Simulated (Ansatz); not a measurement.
# Rb2MgGaC6N6: the cost of one run

Program: Ansatz 0.2.0. Level of theory: DFT PBE, scalar-relativistic, plane waves, PAW. These are calculated values, not measurements.

**1. The system as given**

It takes space group Fm-3m (No. 225, cubic). Conventional cell: a = 10.282 Å, b = 10.282 Å, c = 10.282 Å, α = 90.00°, β = 90.00°, γ = 90.00°. Rb (site symmetry -43m) is surrounded by 12 N at 3.67 Å and 12 C at 3.70 Å. Mg (site symmetry m-3m) has 6 N at 2.08 Å in its first shell of neighbours. Around Ga (site symmetry m-3m) lie 6 C at 1.90 Å. Around C (site symmetry 4mm) lie 1 N at 1.17 Å and 1 Ga at 1.90 Å. N (site symmetry 4mm) has 1 C at 1.17 Å in its first shell of neighbours.

Structure file:

```
CELL_PARAMETERS angstrom
0.00000 5.14100 5.14100
5.14100 0.00000 5.14100
5.14100 5.14100 0.00000
ATOMIC_POSITIONS crystal
Rb 0.25000 0.25000 0.25000
Rb 0.75000 0.75000 0.75000
Mg 0.50000 0.50000 0.50000
Ga 0.00000 0.00000 0.00000
C 0.81560 0.18440 0.18440
C 0.18440 0.81560 0.18440
C 0.18440 0.18440 0.81560
C 0.18440 0.81560 0.81560
C 0.81560 0.18440 0.81560
C 0.81560 0.81560 0.18440
N 0.70181 0.29819 0.29819
N 0.29819 0.70181 0.29819
N 0.29819 0.29819 0.70181
N 0.29819 0.70181 0.70181
N 0.70181 0.29819 0.70181
N 0.70181 0.70181 0.29819
```

A structure generator made this guess: cyanide-bridged rock-salt net of two metals, 2 guest cations a cell (Fm-3m, No. 225). The dimensions are guesses.

**2. A first look at the guess**

The input, input.yaml:

```yaml
crystal:
  lattice:
    - [0.0, 5.141, 5.141]
    - [5.141, 0.0, 5.141]
    - [5.141, 5.141, 0.0]
  atoms:
    - { symbol: Rb, position: [0.25, 0.25, 0.25] }
    - { symbol: Rb, position: [0.75, 0.75, 0.75] }
    - { symbol: Mg, position: [0.5, 0.5, 0.5] }
    - { symbol: Ga, position: [0.0, 0.0, 0.0] }
    - { symbol: C, position: [0.81560008, 0.18439992, 0.18439992] }
    - { symbol: C, position: [0.18439992, 0.81560008, 0.18439992] }
    - { symbol: C, position: [0.18439992, 0.18439992, 0.81560008] }
    - { symbol: C, position: [0.18439992, 0.81560008, 0.81560008] }
    - { symbol: C, position: [0.81560008, 0.18439992, 0.81560008] }
    - { symbol: C, position: [0.81560008, 0.81560008, 0.18439992] }
    - { symbol: "N", position: [0.70180899, 0.29819101, 0.29819101] }
    - { symbol: "N", position: [0.29819101, 0.70180899, 0.29819101] }
    - { symbol: "N", position: [0.29819101, 0.29819101, 0.70180899] }
    - { symbol: "N", position: [0.29819101, 0.70180899, 0.70180899] }
    - { symbol: "N", position: [0.70180899, 0.29819101, 0.70180899] }
    - { symbol: "N", position: [0.70180899, 0.70180899, 0.29819101] }
basis:
  ecutwfc: 420
kpoints:
  mp_grid: { grid: [4, 4, 4] }
hamiltonian:
  xc: pbe
scf:
  occupations: { method: gaussian, width: 0.1 }
  lower_state_search: "off"
output:
  forces: true
  stress: true
  eigenvalues: true
```

Started as:

```console
$ ansatz run input.yaml --threads 1 --pin off --max-ram 2560MiB --backend cpu --events-out ev --progress --plain --runs-dir out
```

What time and memory should one allow on 1 thread of AMD EPYC 9R45 (Zen 5), shared host?

About 3.1 s, with a peak of 0.62 GiB.
